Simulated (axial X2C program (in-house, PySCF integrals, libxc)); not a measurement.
# Linear SSnS at several levels

The task here is to estimate one member of a computed series from the others.

Method: all-electron X2C, two-component (2c) or spin-free, S dyall-av3z, Sn dyall-v3z; program: an in-house X2C program for linear molecules on PySCF integrals.

All values are calculated.

2 further runs of the same task are left out: 2 set aside as unsound or not needed.

Set-up of the first run:

File task.json:

```json
{"zs": [16, 50, 16], "q": 0, "bas": ["dyall-av3z", "dyall-v3z", "dyall-av3z"], "r0": [2.24, 2.24], "symm": 1, "scan": ["PBE0", "HF", "LDA"], "levels": ["PBE0", "HF", "BHandHLYP"], "nst": 2}
```

Keys: zs atomic numbers; q charge; bas basis sets; r0 starting distance in Å; symm equal bonds; scan levels of the two-bond scan (MP2 follows by itself at each HF point); levels methods; nst determinants followed.

Launch:

```
$ python solin.py task.json out
```

Masses S 31.972, Sn 119.902, S 31.972 u.

Among the steps run: Scan at PBE0, 2c; Scan at HF, 2c; Scan at LDA, 2c.

One of the session's tables, all rows but one given; the rest of the session is left out.

| level | r(S–Sn) (Å) | r(Sn–S) (Å) | lower stretch (cm⁻¹) | upper stretch (cm⁻¹) |
| --- | --- | --- | --- | --- |
| PBE0, 2c | 2.188 | 2.188 | 442.5 | 551.0 |
| HF, 2c | 2.182 | 2.182 | 460.1 | 558.4 |
| LDA, 2c | 2.186 | 2.186 | 433.3 | 544.5 |
| MP2, 2c | 2.196 | 2.196 | 447.7 | 563.5 |
| PBE0, spin-free | ? | ? | ? | ? |
| HF, spin-free | 2.181 | 2.181 | 460.9 | 559.2 |
| LDA, spin-free | 2.185 | 2.185 | 433.8 | 545.1 |
| MP2, spin-free | 2.196 | 2.196 | 447.8 | 563.9 |

**Question.** Estimate the row for PBE0, spin-free.

**Answer.** r(S–Sn) (Å): 2.187; r(Sn–S) (Å): 2.187; lower stretch (cm⁻¹): 443.0; upper stretch (cm⁻¹): 551.7. In the column «r(S–Sn) (Å)» it lies between LDA, 2c (2.186) and PBE0, 2c (2.188).

Scans not shown above were run alike.

MP2 freezes inner shells (threshold -2 hartree). The molecule was held linear; bending was not examined, so a bent shape may lie lower.
